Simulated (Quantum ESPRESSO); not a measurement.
# MoSe (Pm-3m) in Quantum ESPRESSO: reference runs

Reference runs on MoSe: the cell as given and a disturbed copy.

Everything below comes from runs of Quantum ESPRESSO 7.5. Logs are shortened: lines on timing, memory, paths and dates and some standing lists are left out, and cuts for length are marked.

**1. Starting point**

The structure is cubic, space group Pm-3m (No. 221). Conventional cell: a = 3.500 Å, b = 3.500 Å, c = 3.500 Å, α = 90.00°, β = 90.00°, γ = 90.00°. Mo (site symmetry m-3m) has 8 Se at 3.03 Å as nearest neighbours. Se (site symmetry m-3m) has 8 Mo at 3.03 Å as nearest neighbours.

The cell was built by a generator and needn't be a form met in nature.

**2. Single point, PBE**

Contents of pw.in:

```
&CONTROL
  calculation = 'scf'
  prefix = 'pwscf'
  outdir = './tmp'
  pseudo_dir = './pseudo'
  tprnfor = .true.
  tstress = .true.
  disk_io = 'low'
/
&SYSTEM
  ibrav = 0
  nat = 2
  ntyp = 2
  ecutwfc = 60
  ecutrho = 440
  nbnd = 16
  occupations = 'smearing'
  smearing = 'fd'
  degauss = 0.00367493
/
&ELECTRONS
  conv_thr = 4d-10
  electron_maxstep = 120
  mixing_beta = 0.5
/
ATOMIC_SPECIES
Mo    95.9500 Mo_ONCV_PBE-1.0.oncvpsp.upf
Se    78.9710 Se_pbe_v1.uspp.F.UPF
CELL_PARAMETERS angstrom
   3.5002295900    0.0000000000    0.0000000000
   0.0000000000    3.5002295900    0.0000000000
   0.0000000000    0.0000000000    3.5002295900
ATOMIC_POSITIONS crystal
Mo     0.0000000000    0.0000000000    0.0000000000
Se     0.5000000000    0.5000000000    0.5000000000
K_POINTS automatic
8 8 8 0 0 0
```

Contents of pp_density.in:

```
&INPUTPP
  prefix = 'pwscf'
  outdir = './tmp'
  filplot = 'density.dat'
  plot_num = 0
/
&PLOT
  nfile = 1
  filepp(1) = 'density.dat'
  iflag = 3
  output_format = 6
  fileout = 'density.cube'
/
```

Contents of pp_potential.in:

```
&INPUTPP
  prefix = 'pwscf'
  outdir = './tmp'
  filplot = 'potential.dat'
  plot_num = 11
/
&PLOT
  nfile = 1
  filepp(1) = 'potential.dat'
  iflag = 3
  output_format = 6
  fileout = 'potential.cube'
/
```

Potentials or basis: SSSP 1.3 efficiency PBE.

Started as:

```sh
> OMP_NUM_THREADS=1 pw.x -in pw.in > pw.out
> OMP_NUM_THREADS=1 pp.x -in pp_density.in > pp_density.out
> OMP_NUM_THREADS=1 pp.x -in pp_potential.in > pp_potential.out
```

pw.out:

```text
This program is part of the open-source Quantum ESPRESSO suite
     for quantum simulation of materials; please cite
         "P. Giannozzi et al., J. Phys.:Condens. Matter 21 395502 (2009);
         "P. Giannozzi et al., J. Phys.:Condens. Matter 29 465901 (2017);
         "P. Giannozzi et al., J. Chem. Phys. 152 154105 (2020);
     in publications or presentations arising from this work. More details at

     Message from routine setup:
     using ibrav=0 with symmetry is DISCOURAGED, use correct ibrav instead

     G-vector sticks info
     --------------------
     sticks:   dense  smooth     PW     G-vecs:    dense   smooth      PW
     Sum        1533     845    253                45025    18037    3071

     Using Slab Decomposition

     bravais-lattice index     =            0
     lattice parameter (alat)  =       6.6145  a.u.
     unit-cell volume          =     289.3918 (a.u.)^3
     number of atoms/cell      =            2
     number of atomic types    =            2
     number of electrons       =        20.00
     number of Kohn-Sham states=           16
     kinetic-energy cutoff     =      60.0000  Ry
     charge density cutoff     =     440.0000  Ry
     scf convergence threshold =      4.0E-10
     mixing beta               =       0.5000
     number of iterations used =            8  plain     mixing
     Exchange-correlation= SLA  PW   PBE  PBE
                           (   1   4   3   4   0   0   0)

     celldm(1)=   6.614475  celldm(2)=   0.000000  celldm(3)=   0.000000
     celldm(4)=   0.000000  celldm(5)=   0.000000  celldm(6)=   0.000000

     crystal axes: (cart. coord. in units of alat)
               a(1) = (   1.000000   0.000000   0.000000 )
               a(2) = (   0.000000   1.000000   0.000000 )
               a(3) = (   0.000000   0.000000   1.000000 )

     reciprocal axes: (cart. coord. in units 2 pi/alat)
               b(1) = (  1.000000  0.000000  0.000000 )
               b(2) = (  0.000000  1.000000  0.000000 )
               b(3) = (  0.000000  0.000000  1.000000 )

     PseudoPot. # 1 for Mo read from file:
     Mo_ONCV_PBE-1.0.oncvpsp.upf
     Pseudo is Norm-conserving, Zval = 14.0
     Generated using ONCVPSP code by D. R. Hamann
     Using radial grid of 1526 points,  6 beta functions with:
                l(1) =   0
                l(2) =   0
                l(3) =   1
                l(4) =   1
                l(5) =   2
                l(6) =   2

     PseudoPot. # 2 for Se read from file:
     Se_pbe_v1.uspp.F.UPF
     Pseudo is Ultrasoft + core correction, Zval =  6.0
     Generated by new atomic code, or converted to UPF format
     Using radial grid of  877 points,  6 beta functions with:
                l(1) =   0
                l(2) =   0
                l(3) =   1
                l(4) =   1
                l(5) =   2
                l(6) =   2
     Q(r) pseudized with  8 coefficients,  rinner =    1.300   1.300   1.300
                                                       1.300   1.300

     atomic species   valence    mass     pseudopotential
     Mo               14.00    95.95000     Mo( 1.00)
     Se                6.00    78.97100     Se( 1.00)

     48 Sym. Ops., with inversion, found

   Cartesian axes

     site n.     atom                  positions (alat units)
         1        Mo     tau(   1) = (   0.0000000   0.0000000   0.0000000  )
         2        Se     tau(   2) = (   0.5000000   0.5000000   0.5000000  )

     number of k points=    35  Fermi-Dirac smearing, width (Ry)=  0.0037
                       cart. coord. in units 2pi/alat
        k(    1) = (   0.0000000   0.0000000   0.0000000), wk =   0.0039062
        k(    2) = (   0.0000000   0.0000000   0.1250000), wk =   0.0234375
        k(    3) = (   0.0000000   0.0000000   0.2500000), wk =   0.0234375
        k(    4) = (   0.0000000   0.0000000   0.3750000), wk =   0.0234375
        k(    5) = (   0.0000000   0.0000000  -0.5000000), wk =   0.0117188
        k(    6) = (   0.0000000   0.1250000   0.1250000), wk =   0.0468750
[... 27 lines left out ...]
        k(   34) = (   0.3750000  -0.5000000  -0.5000000), wk =   0.0234375
        k(   35) = (  -0.5000000  -0.5000000  -0.5000000), wk =   0.0039062

     Dense  grid:    45025 G-vectors     FFT dimensions: (  45,  45,  45)

     Smooth grid:    18037 G-vectors     FFT dimensions: (  36,  36,  36)

     Initial potential from superposition of free atoms

     starting charge      19.9989, renormalised to      20.0000
     Starting wfcs are   14 randomized atomic wfcs +    2 random wfcs

     Self-consistent Calculation

     iteration #  1     ecut=    60.00 Ry     beta= 0.50
     Davidson diagonalization with overlap
     ethr =  1.00E-02,  avg # of iterations =  3.3

     Threshold (ethr) on eigenvalues was too large:
     Diagonalizing with lowered threshold

     Davidson diagonalization with overlap
     ethr =  1.11E-04,  avg # of iterations =  2.8

     total energy              =    -180.62650737 Ry
     estimated scf accuracy    <       0.02227847 Ry

     iteration #  2     ecut=    60.00 Ry     beta= 0.50
     Davidson diagonalization with overlap
     ethr =  1.11E-04,  avg # of iterations =  2.3

     total energy              =    -180.63000648 Ry
     estimated scf accuracy    <       0.02791094 Ry

     iteration #  3     ecut=    60.00 Ry     beta= 0.50
     Davidson diagonalization with overlap
     ethr =  1.11E-04,  avg # of iterations =  1.7

     total energy              =    -180.63476677 Ry
     estimated scf accuracy    <       0.00049381 Ry

     iteration #  4     ecut=    60.00 Ry     beta= 0.50
     Davidson diagonalization with overlap
     ethr =  2.47E-06,  avg # of iterations =  3.5

     total energy              =    -180.63485766 Ry
     estimated scf accuracy    <       0.00005119 Ry

     iteration #  5     ecut=    60.00 Ry     beta= 0.50
     Davidson diagonalization with overlap
     ethr =  2.56E-07,  avg # of iterations =  3.3

     total energy              =    -180.63487052 Ry
     estimated scf accuracy    <       0.00000211 Ry

     iteration #  6     ecut=    60.00 Ry     beta= 0.50
     Davidson diagonalization with overlap
     ethr =  1.05E-08,  avg # of iterations =  3.5

     total energy              =    -180.63487124 Ry
     estimated scf accuracy    <       0.00000003 Ry

     iteration #  7     ecut=    60.00 Ry     beta= 0.50
     Davidson diagonalization with overlap
     ethr =  1.43E-10,  avg # of iterations =  4.1

     total energy              =    -180.63487126 Ry
     estimated scf accuracy    <          7.4E-09 Ry

     iteration #  8     ecut=    60.00 Ry     beta= 0.50
     Davidson diagonalization with overlap
     ethr =  3.71E-11,  avg # of iterations =  1.8

     End of self-consistent calculation

          k = 0.0000 0.0000 0.0000 (  2301 PWs)   bands (ev):

   -49.8747 -23.8452 -23.8452 -23.8452  -2.9257   9.3591   9.3591   9.8518
     9.8518   9.8518  11.8725  11.8725  11.8725  12.2126  19.8342  19.8342

          k = 0.0000 0.0000 0.1250 (  2269 PWs)   bands (ev):

   -49.8740 -23.8571 -23.8442 -23.8442  -2.8169   8.2388   9.4276   9.6316
     9.6316  10.2092  11.8959  12.1910  12.1910  13.1648  19.4624  20.2189

          k = 0.0000 0.0000 0.2500 (  2268 PWs)   bands (ev):

   -49.8725 -23.8857 -23.8417 -23.8417  -2.5306   6.6403   9.2339   9.2339
     9.6031  10.9910  11.9534  12.8782  12.8782  14.4385  18.6516  20.5570

          k = 0.0000 0.0000 0.3750 (  2272 PWs)   bands (ev):

   -49.8709 -23.9142 -23.8392 -23.8392  -2.2005   5.4345   8.9269   8.9269
     9.7958  12.0077  12.0123  13.5873  13.5873  15.2210  17.9204  19.2254

          k = 0.0000 0.0000-0.5000 (  2272 PWs)   bands (ev):

   -49.8702 -23.9259 -23.8381 -23.8381  -2.0461   4.9788   8.8153   8.8153
     9.8816  12.0371  12.5740  13.9217  13.9217  15.4869  17.6323  18.3750

          k = 0.0000 0.1250 0.1250 (  2261 PWs)   bands (ev):

   -49.8734 -23.8564 -23.8556 -23.8431  -2.7137   8.1294   8.4527   9.5265
     9.7899  10.7838  11.7316  11.8636  12.5479  14.1698  19.5988  20.2513
[... 21 lines left out ...]
          k = 0.0000 0.2500 0.3750 (  2269 PWs)   bands (ev):

   -49.8687 -23.9093 -23.8783 -23.8359  -1.9666   6.0334   7.6172   9.3934
    10.1270  11.3770  11.8381  12.2509  13.0475  15.8323  18.0834  20.3697

          k = 0.0000 0.2500-0.5000 (  2270 PWs)   bands (ev):

   -49.8680 -23.9208 -23.8770 -23.8349  -1.8524   5.6884   7.7359   9.3842
    10.0639  11.4507  11.9888  12.5120  12.9149  15.5355  17.8444  20.2805

          k = 0.0000 0.3750 0.3750 (  2266 PWs)   bands (ev):

   -49.8671 -23.9063 -23.9054 -23.8336  -1.7835   6.4579   6.9818   9.8392
     9.9599  11.1013  11.5071  12.3806  12.4720  15.0850  18.8990  20.6363

          k = 0.0000 0.3750-0.5000 (  2260 PWs)   bands (ev):

   -49.8665 -23.9172 -23.9044 -23.8326  -1.7025   6.3824   7.0531   9.7653
    10.0634  11.1091  11.3999  11.9468  12.6403  14.8771  19.1082  20.5517

          k = 0.0000-0.5000-0.5000 (  2216 PWs)   bands (ev):

   -49.8658 -23.9157 -23.9157 -23.8317  -1.6366   6.7845   6.7845   9.4368
    10.9152  10.9800  10.9800  11.2061  12.7725  14.7516  20.0498  20.0498

          k = 0.1250 0.1250 0.1250 (  2253 PWs)   bands (ev):

   -49.8727 -23.8558 -23.8545 -23.8545  -2.6153   8.1532   8.4471   8.4471
    10.4996  10.4996  12.0265  12.1682  12.1682  14.9182  20.0564  20.0564

          k = 0.1250 0.1250 0.2500 (  2275 PWs)   bands (ev):

   -49.8712 -23.8832 -23.8527 -23.8519  -2.3584   6.8520   8.4026   8.6170
    10.1980  11.1377  11.7179  12.3667  12.9192  15.8278  19.5501  19.7081

          k = 0.1250 0.1250 0.3750 (  2271 PWs)   bands (ev):

   -49.8696 -23.9113 -23.8500 -23.8493  -2.0665   5.7540   8.3161   8.8780
    10.0986  11.4789  11.9749  12.4859  13.6136  16.2531  18.1853  19.0316

          k = 0.1250 0.1250-0.5000 (  2260 PWs)   bands (ev):

   -49.8689 -23.9230 -23.8489 -23.8482  -1.9320   5.3380   8.2702   8.9623
    10.0926  11.5974  12.1526  12.5949  13.9239  16.6857  17.1211  18.9880

          k = 0.1250 0.2500 0.2500 (  2266 PWs)   bands (ev):

   -49.8696 -23.8811 -23.8793 -23.8497  -2.1382   6.9165   7.5165   8.6434
    10.3740  11.0737  11.7855  12.2561  13.1211  16.0412  19.1548  20.4025

          k = 0.1250 0.2500 0.3750 (  2273 PWs)   bands (ev):

   -49.8680 -23.9080 -23.8772 -23.8472  -1.8923   6.1576   7.5550   8.9140
    10.3071  11.1838  11.5766  12.4499  13.4092  15.8421  18.3181  19.6809

          k = 0.1250 0.2500-0.5000 (  2266 PWs)   bands (ev):

   -49.8674 -23.9194 -23.8759 -23.8461  -1.7809   5.8012   7.6144   9.1264
    10.2494  11.2319  11.3657  12.6302  13.6075  15.7169  17.9660  19.0959

          k = 0.1250 0.3750 0.3750 (  2257 PWs)   bands (ev):

   -49.8665 -23.9050 -23.9041 -23.8447  -1.7017   6.5175   6.8974   9.1042
    10.2058  11.2214  11.2292  12.5786  13.0629  15.2188  18.5159  19.7129

          k = 0.1250 0.3750-0.5000 (  2276 PWs)   bands (ev):

   -49.8658 -23.9158 -23.9031 -23.8437  -1.6169   6.3792   6.9502   9.2921
     9.9850  11.1373  11.2138  12.6957  12.9518  14.9674  18.7379  19.2548

          k = 0.1250-0.5000-0.5000 (  2272 PWs)   bands (ev):

   -49.8652 -23.9144 -23.9144 -23.8427  -1.5444   6.6814   6.6814   9.3337
     9.7468  11.2274  11.2274  12.5557  12.7810  14.7604  19.1297  19.1297

          k = 0.2500 0.2500 0.2500 (  2256 PWs)   bands (ev):

   -49.8680 -23.8789 -23.8765 -23.8765  -1.9313   7.4110   7.4110   7.4181
    10.8250  10.8250  11.5529  12.9790  12.9790  15.7214  19.4910  19.4910

          k = 0.2500 0.2500 0.3750 (  2270 PWs)   bands (ev):

   -49.8665 -23.9047 -23.8751 -23.8736  -1.7010   6.4412   7.2974   8.0570
    10.7455  11.0925  11.2632  12.7743  13.6718  15.6915  18.1247  18.5067

          k = 0.2500 0.2500-0.5000 (  2278 PWs)   bands (ev):

   -49.8658 -23.9160 -23.8739 -23.8725  -1.5970   6.0745   7.2487   8.4111
    10.7370  10.9195  11.2417  12.7872  14.0136  15.8891  17.5388  17.7881

          k = 0.2500 0.3750 0.3750 (  2281 PWs)   bands (ev):

   -49.8649 -23.9018 -23.9010 -23.8716  -1.4890   6.6177   6.7061   7.8471
    10.7477  11.2941  11.4923  12.9293  13.6464  15.4534  17.3148  18.0544

          k = 0.2500 0.3750-0.5000 (  2282 PWs)   bands (ev):

   -49.8643 -23.9126 -23.9001 -23.8704  -1.3937   6.3454   6.7181   7.8950
    10.6724  11.4895  11.6181  12.8467  13.8101  15.2083  17.3264  17.5164

          k = 0.2500-0.5000-0.5000 (  2284 PWs)   bands (ev):

   -49.8636 -23.9112 -23.9112 -23.8693  -1.3026   6.4553   6.4553   7.7470
    10.6324  11.9081  11.9081  12.8017  13.5413  14.7494  17.4385  17.4385

          k = 0.3750 0.3750 0.3750 (  2290 PWs)   bands (ev):

   -49.8634 -23.8990 -23.8979 -23.8979  -1.2500   6.5293   6.5293   6.9955
    11.4784  11.7256  11.7256  13.5701  13.5701  15.4934  16.4892  16.4892

          k = 0.3750 0.3750-0.5000 (  2288 PWs)   bands (ev):

   -49.8627 -23.9093 -23.8974 -23.8966  -1.1411   6.2844   6.4596   6.8763
    11.7549  11.8093  12.3865  13.0405  14.1381  15.4984  15.6028  16.2643

          k = 0.3750-0.5000-0.5000 (  2288 PWs)   bands (ev):

   -49.8621 -23.9080 -23.9080 -23.8957  -1.0254   6.2535   6.2535   6.6020
    11.9120  12.8225  12.9232  12.9232  14.0441  14.5784  15.7385  15.7385

          k =-0.5000-0.5000-0.5000 (  2272 PWs)   bands (ev):

   -49.8615 -23.9066 -23.9066 -23.9066  -0.8968   6.1755   6.1755   6.1755
    12.8312  12.8312  14.1936  14.1936  14.1936  14.2327  14.2327  14.2327

     the Fermi energy is    11.4751 ev

!    total energy              =    -180.63487127 Ry
     estimated scf accuracy    <          4.8E-12 Ry
     smearing contrib. (-TS)   =      -0.00211444 Ry
     internal energy E=F+TS    =    -180.63275683 Ry

     The total energy is F=E-TS. E is the sum of the following terms:
     one-electron contribution =     -46.06148227 Ry
     hartree contribution      =      30.32656927 Ry
     xc contribution           =     -45.01255853 Ry
     ewald contribution        =    -119.88528529 Ry

     convergence has been achieved in   8 iterations

     Forces acting on atoms (cartesian axes, Ry/au):

     atom    1 type  1   force =     0.00000000    0.00000000    0.00000000
     atom    2 type  2   force =     0.00000000    0.00000000    0.00000000

     Total force =     0.000000     Total SCF correction =     0.000000

     Computing stress (Cartesian axis) and pressure

          total   stress  (Ry/bohr**3)                   (kbar)     P=     -262.35
  -0.00178339   0.00000000   0.00000000         -262.35        0.00        0.00
   0.00000000  -0.00178339   0.00000000            0.00     -262.35        0.00
   0.00000000   0.00000000  -0.00178339            0.00        0.00     -262.35

=------------------------------------------------------------------------------=
   JOB DONE.
=------------------------------------------------------------------------------=
```

It took 24 s on 1 thread of Arm Neoverse V1, shared host; peak memory 0.2 GiB.

What came out:

* Free energy: -2457.6626 eV
* Pressure: -26.2 GPa
* Band gap on the k mesh: none (metal or under the smearing width)

Caveat: so large a pressure means that the cell lies far from this level's equilibrium, or that cutoff or potentials fall short.

(Part 1 of 2 ends here.)
